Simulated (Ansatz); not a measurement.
# C₂₅H₂₇N₃Si₂: structure and electronic state

What does C₂₅H₂₇N₃Si₂ look like as a singlet, and where do its frontier electrons sit?

Computed with Ansatz 0.2.0, Gaussian basis. Level: RKS PBE0-D4/def2-TZVP.

Levels to be run: relaxation at r2SCAN-D4/def2-SVP; a single point at PBE0-D4/def2-TZVP.

1 further run of the same task is left out (set aside as unsound or not needed).

## 1. Starting geometry

SMILES `C[Si](C)(C)C#Cc1ccc(-c2ccc(-c3ccc(C#C[Si](C)(C)C)nc3)nc2)nc1`, 57 atoms, charge 0, spin multiplicity 1.

Atoms are counted from 1 here; the program's logs count them from 0.

Bond lengths: C1–Si2 1.906 Å, C1–H31 1.086 Å, C1–H32 1.086 Å, C1–H33 1.086 Å, Si2–C3 1.907 Å, Si2–C4 1.906 Å, Si2–C5 1.859 Å, C3–H34 1.086 Å, C3–H35 1.086 Å, C3–H36 1.086 Å, C4–H37 1.086 Å, C4–H38 1.086 Å, C4–H39 1.086 Å, C5–C6 1.210 Å, C6–C7 1.410 Å, C7–C8 1.398 Å, C7–C30 1.400 Å, C8–C9 1.379 Å and more. Angles: Si2–C1–H31 111.3°, Si2–C1–H32 111.2°, Si2–C1–H33 111.2°, H31–C1–H32 107.6°, H31–C1–H33 107.6°, H32–C1–H33 107.6°, C1–Si2–C3 110.6°, C1–Si2–C4 110.6°, C1–Si2–C5 108.0°, C3–Si2–C4 111.1°, C3–Si2–C5 108.1°, C4–Si2–C5 108.2°, Si2–C3–H34 111.2°, Si2–C3–H35 111.3°, Si2–C3–H36 111.3°, H34–C3–H35 107.6°, H34–C3–H36 107.6°, H35–C3–H36 107.7° and more.

The start is a GFN2-xTB geometry.

## 2. Relaxation at r2SCAN-D4/def2-SVP

Input file in.yaml:

```yaml
crystal:
  periodic: [false, false, false]
  atoms:
    - {symbol: C, position_ang: [-10.642350, 0.624550, 1.464860]}
    - {symbol: Si, position_ang: [-9.992350, -0.078610, -0.183620]}
    - {symbol: C, position_ang: [-10.546680, -1.889090, -0.407350]}
    - {symbol: C, position_ang: [-10.564630, 1.000870, -1.646860]}
    - {symbol: C, position_ang: [-8.134420, -0.046090, -0.129720]}
    - {symbol: C, position_ang: [-6.925320, -0.021020, -0.087210]}
    - {symbol: C, position_ang: [-5.516350, 0.007320, -0.029820]}
    - {symbol: C, position_ang: [-4.834590, 0.029030, 1.190130]}
    - {symbol: C, position_ang: [-3.455620, 0.050430, 1.188830]}
    - {symbol: C, position_ang: [-2.776390, 0.051660, -0.033400]}
    - {symbol: C, position_ang: [-1.315740, 0.067490, -0.117710]}
    - {symbol: C, position_ang: [-0.679030, 0.564740, -1.257190]}
    - {symbol: C, position_ang: [0.698440, 0.568480, -1.320820]}
    - {symbol: C, position_ang: [1.428660, 0.069690, -0.237610]}
    - {symbol: C, position_ang: [2.891510, 0.049650, -0.215150]}
    - {symbol: C, position_ang: [3.672710, 0.038730, -1.371880]}
    - {symbol: C, position_ang: [5.047040, 0.020920, -1.257270]}
    - {symbol: C, position_ang: [5.615550, 0.011780, 0.021600]}
    - {symbol: C, position_ang: [7.024220, -0.009150, 0.167800]}
    - {symbol: C, position_ang: [8.230180, -0.027360, 0.259740]}
    - {symbol: Si, position_ang: [10.075850, -0.056210, 0.480180]}
    - {symbol: C, position_ang: [10.560130, 1.440610, 1.555790]}
    - {symbol: C, position_ang: [10.893580, 0.060490, -1.238500]}
    - {symbol: C, position_ang: [10.541060, -1.694110, 1.336410]}
    - {symbol: N, position_ang: [4.874940, 0.015280, 1.131640]}
    - {symbol: C, position_ang: [3.568510, 0.030300, 1.010290]}
    - {symbol: N, position_ang: [0.820130, -0.410630, 0.847700]}
    - {symbol: C, position_ang: [-0.492380, -0.416770, 0.901590]}
    - {symbol: N, position_ang: [-3.430630, 0.052320, -1.196630]}
    - {symbol: C, position_ang: [-4.742780, 0.028520, -1.196910]}
    - {symbol: H, position_ang: [-11.728360, 0.630920, 1.491160]}
    - {symbol: H, position_ang: [-10.296790, 0.033860, 2.308030]}
    - {symbol: H, position_ang: [-10.303530, 1.644870, 1.618150]}
    - {symbol: H, position_ang: [-10.200790, -2.510030, 0.413930]}
    - {symbol: H, position_ang: [-10.151510, -2.311360, -1.326560]}
    - {symbol: H, position_ang: [-11.629570, -1.968150, -0.446620]}
    - {symbol: H, position_ang: [-10.170990, 0.630430, -2.588720]}
    - {symbol: H, position_ang: [-10.227790, 2.027040, -1.532400]}
    - {symbol: H, position_ang: [-11.648020, 1.017320, -1.726400]}
    - {symbol: H, position_ang: [-5.388850, 0.032740, 2.117590]}
    - {symbol: H, position_ang: [-2.911930, 0.087580, 2.119440]}
    - {symbol: H, position_ang: [-1.279700, 0.944340, -2.069910]}
    - {symbol: H, position_ang: [1.200870, 0.973920, -2.185340]}
    - {symbol: H, position_ang: [3.213340, 0.019630, -2.349660]}
    - {symbol: H, position_ang: [5.684670, 0.004040, -2.127880]}
    - {symbol: H, position_ang: [10.276060, 2.374420, 1.079870]}
    - {symbol: H, position_ang: [10.067210, 1.404070, 2.522460]}
    - {symbol: H, position_ang: [11.631510, 1.473170, 1.732530]}
    - {symbol: H, position_ang: [11.977100, 0.043740, -1.162000]}
    - {symbol: H, position_ang: [10.615130, 0.979250, -1.745840]}
    - {symbol: H, position_ang: [10.595740, -0.768320, -1.873720]}
    - {symbol: H, position_ang: [11.611890, -1.762870, 1.506250]}
    - {symbol: H, position_ang: [10.047490, -1.785450, 2.299150]}
    - {symbol: H, position_ang: [10.247010, -2.549930, 0.736130]}
    - {symbol: H, position_ang: [3.001310, 0.029450, 1.930590]}
    - {symbol: H, position_ang: [-0.906950, -0.855030, 1.800690]}
    - {symbol: H, position_ang: [-5.217780, 0.026490, -2.169800]}
basis:
  gaussian: {orbitals: def2-SVP, fitting: {mean_field: def2-universal-jkfit}}
hamiltonian: {xc: r2scan, dispersion: d4}
scf: {lower_state_search: "off"}
output: {orbitals: {seedname: orbitals}}
relax: {f_tol: 0.03, max_steps: 70}
```

Command:

```bash
> ansatz run in.yaml --threads 2 --pin off --events-out ev --progress --plain --max-ram 32768MiB --backend cuda --devices 0, --max-vram 18GiB
```

The runs that follow: Single point, PBE0-D4/def2-TZVP.

**Question.** What will the summary of the whole plan be? Wanted: point group; commonest bond, hydrogen aside; HOMO, LUMO at PBE0-D4/def2-TZVP; dipole at r2SCAN-D4/def2-SVP.

**Answer**, as computed:

| quantity | value |
| --- | --- |
| point group | C1 |
| commonest bond, hydrogen aside | C–C, 18 of mean length 1.395 Å |
| HOMO, LUMO at PBE0-D4/def2-TZVP | -6.34, -2.43 eV |
| dipole at r2SCAN-D4/def2-SVP | 3.36 D |

What this shows: The molecule keeps its bonding pattern by the stored test; the atoms moved 0.20 Å (rms). No usable vibrations, so a minimum isn't proven. The point group is read from a loosely relaxed geometry; soft torsions can leave it below the true symmetry.
